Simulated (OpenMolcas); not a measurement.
# Ir⁴⁺ among point charges: CASSCF and CASPT2 levels and susceptibility

Aim: the splitting of the states of Ir⁴⁺ in the field of 3 point charges, its lowest levels with spin-orbit coupling and its magnetic susceptibility.

The numbers are computed with OpenMolcas 26.06 (state-averaged CASSCF and CASPT2, spin-orbit coupling by RASSI with atomic mean-field integrals), except any that are marked as measured or tabulated.

### Step 1. The system

| Item | Value |
| --- | --- |
| Species | Ir⁴⁺ (iridium, Z = 77, 73 electrons) |
| Basis | ANO-RCC-VDZP [7s6p4d2f], 59 functions |
| Scalar Hamiltonian | DKH2, point nucleus |
| Inactive shells | 1s 2s 2p 3s 3p 3d 4s 4p 4d 4f 5s 5p |
| Active space | 5 electrons in 5 orbitals (5d) |
| Some configurations of this space | 5d5 |
| Orbitals | optimised for each spin and parity, averaged over all roots |

The outer shells:

5d5
```
5d [↑ ][↑ ][↑ ][↑ ][↑ ]
```

The ion sits among 3 point charges of -2.5 e arranged as a planar triangle (D3h), 1.95 Å from the ion.

The work runs as a chain of OpenMolcas steps in one folder; each step below is one input file. Labels, J, g values, rates, χT and fits are worked out afterwards by a script from the matrices that RASSI stores.

### Step 2. Basis and integrals

The input, a.inp:

```
&GATEWAY
Coord
1

Ir 0.0 0.0 0.0
Basis=ANO-RCC-VDZP
Group=NoSym
NoMove
AngMom=0.0 0.0 0.0
AMFI
XField
3 Angstrom 0
1.950000 0.000000 0.000000 -2.500000
-0.975000 1.688750 0.000000 -2.500000
-0.975000 -1.688750 0.000000 -2.500000
&SEWARD
```

Launch:

```
$ OMP_NUM_THREADS=1 MOLCAS_MEM=1689 MOLCAS_PROJECT=a pymolcas a.inp > a.log
```

### Step 3. CASSCF: sextets, 1 root

The input, a.inp:

```
&RASSCF
FileOrb=start.orb
Symmetry=1
Spin=6
nActEl=5 0 0
Inactive=34
Ras2=5
CIRoot=1 1 1
SDav=1
CIMx=300
Iter=120 100
PrWF=0.3
OrbListing=Nothing
MaxOrb=0
>>> COPY $Project.JobIph JOB001
```

start.orb holds the contracted functions of the basis, ordered by shell, or the orbitals of the step before.

### Step 4. CASSCF: quartets, 24 roots

The input, a.inp:

```
&RASSCF
FileOrb=start.orb
Symmetry=1
Spin=4
nActEl=5 0 0
Inactive=34
Ras2=5
CIRoot=24 24 1
SDav=24
CIMx=300
Iter=120 100
PrWF=0.3
OrbListing=Nothing
MaxOrb=0
>>> COPY $Project.JobIph JOB002
```

### Step 5. Reference wave functions, doublets, 75 roots

The input, a.inp:

```
&RASSCF
FileOrb=start.orb
Symmetry=1
Spin=2
nActEl=5 0 0
Inactive=34
Ras2=5
CIRoot=75 75 1
SDav=75
CIMx=300
Iter=120 100
PrWF=0.3
OrbListing=Nothing
MaxOrb=0
>>> COPY $Project.JobIph JOB003
```

### Step 6. State interaction with spin-orbit coupling

The input, a.inp:

```
&RASSI
NrOfJobIphs=3 1 24 75
1
1 2 3 4 5 6 7 8 9 10 11 12 13 14 15 16 17 18 19 20 21 22 23 24
1 2 3 4 5 6 7 8 9 10 11 12 13 14 15 16 17 18 19 20 21 22 23 24 25 26 27
28 29 30 31 32 33 34 35 36 37 38 39 40 41 42 43 44 45 46 47 48 49 50 51
52 53 54 55 56 57 58 59 60 61 62 63 64 65 66 67 68 69 70 71 72 73 74 75
IphNames
JOB001
JOB002
JOB003
EJob
SpinOrbit
DIPRint=1.0
SOCoupling=1000.0
Subsets=2
Property=9
'ANGMOM' 1 'ANGMOM' 2 'ANGMOM' 3 'MLTPL  1' 1 'MLTPL  1' 2 'MLTPL  1' 3
'AMFI' 1 'AMFI' 2 'AMFI' 3
SOProperty=3
'ANGMOM' 1 'ANGMOM' 2 'ANGMOM' 3
```

### Step 7. CASPT2: IPEA 0.25, imaginary shift 0.1 (closed shells correlated: 4f 5s 5p)

The input, a.inp:

```
>>> COPY JOB001 $Project.JobIph
&CASPT2
Multistate=1 1
Frozen=23
IPEA=0.25
Imaginary=0.1
MaxIter=60
WThr=0.0 0.3 0.05
PrWF=0.5
NoMix
>>> COPY JOB002 $Project.JobIph
&CASPT2
Multistate=24 1 2 3 4 5 6 7 8 9 10 11 12 13 14 15 16 17 18 19 20 21 22
23 24
NoMult
Frozen=23
IPEA=0.25
Imaginary=0.1
MaxIter=60
WThr=0.0 0.3 0.05
PrWF=0.5
NoMix
>>> COPY JOB003 $Project.JobIph
&CASPT2
Multistate=75 1 2 3 4 5 6 7 8 9 10 11 12 13 14 15 16 17 18 19 20 21 22
23 24 25 26 27 28 29 30 31 32 33 34 35 36 37 38 39 40 41 42 43 44 45 46
47 48 49 50 51 52 53 54 55 56 57 58 59 60 61 62 63 64 65 66 67 68 69 70
71 72 73 74 75
NoMult
Frozen=23
IPEA=0.25
Imaginary=0.1
MaxIter=60
WThr=0.0 0.3 0.05
PrWF=0.5
NoMix
```

(Steps that only read results are left out.)

Before running it: what results should come out? Wanted: spin-free ground state; lowest level; next level.

The runs gave:

| quantity | value |
| --- | --- |
| method | SS-CASPT2, IPEA 0.25, imaginary shift 0.1 (closed shells correlated: 4f 5s 5p) |
| spin-free ground state | 6A1, 1-fold in its orbital part |
| lowest level | 2-fold E1/2, g = 1.71, 5.31, 5.31 |
| next level | 1084.7 cm⁻¹ |
| χT at 300 K | 2.48 cm³ K/mol |
| effective moment at 300 K | 4.45 μB |

Cost by method:

| method | time of its own steps | time with the reference |
| --- | --- | --- |
| A. CASSCF | 21 s | 21 s |
| B. SS-CASPT2, IPEA 0.25, imaginary shift 0.1, +4f 5s 5p | 17 s | 38 s |

Times are of one thread on a shared host.

What this shows: The spin-free ground state (6A1) comes to 100 % from free-ion S terms and keeps the highest spin of the shell. χT at 300 K is 2.48, against 4.39 cm³ K/mol for the spin alone, so spin-orbit coupling lowers it. An active space of the d shell alone favours high spin; real ions in strong fields can be low spin. CASPT2 does not keep the components of a term degenerate, and the means are used. The field of point charges can differ much from that of real complexes. With metal d orbitals alone active, the gaps between spin states are rough; where two lie within a few thousand cm-1, their order is open. Point charges carry no covalency, so the field is a model and not that of real ligands.
